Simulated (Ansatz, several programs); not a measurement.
An ordered 8-atom cell of CdSiSb₂ on the zincblende lattice (P-4m2), relaxed with r2SCAN in Ansatz (plane waves, PAW): space group P-4m2 (No. 115), tetragonal; conventional cell a = 4.383 Å, c = 12.839 Å, 30.83 Å³ an atom. Cd is surrounded by 4 Sb at 2.78–2.82 Å; Sb is surrounded by 4 Cd at 2.78 Å; Sb is surrounded by 2 Si at 2.62 Å and 2 Cd at 2.82 Å; Si is surrounded by 4 Sb at 2.62–2.64 Å; Sb is surrounded by 4 Si at 2.64 Å. The cell was then scaled with its shape and fractional coordinates held, which makes it stiffer than a relaxed compression. These are computed values for a spin-unpolarised cell that may be hypothetical; none is a measurement.

```tsv
V (Å³/atom)	E (meV/atom)
28.978	18.40
30.828	0.00
31.753	3.81
32.678	14.44
```

(1) Pass a cubic E = c₀ + c₁u + c₂u² + c₃u³, with u = V − 31.059 Å³, through these points.

(2) Where is the minimum, and what bulk modulus follows?

(3) Predict the energy and the pressure at the withheld volume, 29.903 Å³.

Results:

(1) c₀ = 0.24, c₁ = +2.101, c₂ = 4.595, c₃ = -0.2927 (meV and Å³).

(2) dE/du = 0 at u = -0.224, so V₀ = 30.84 Å³. B = V₀ d²E/dV² = 30.84 × (2c₂ + 6c₃u) = 30.84 × 9.583 = 295 meV/Å³, and 1 meV/Å³ is 0.16022 GPa: 47 GPa. A third-order Birch-Murnaghan fit to all five points gives 30.83 Å³ and 47 GPa.

(3) With u = -1.156: E ≈ 4.40 meV and P = −dE/dV ≈ +1.55 GPa. The run gives 4.32 meV and, from its stress, +1.54 GPa.
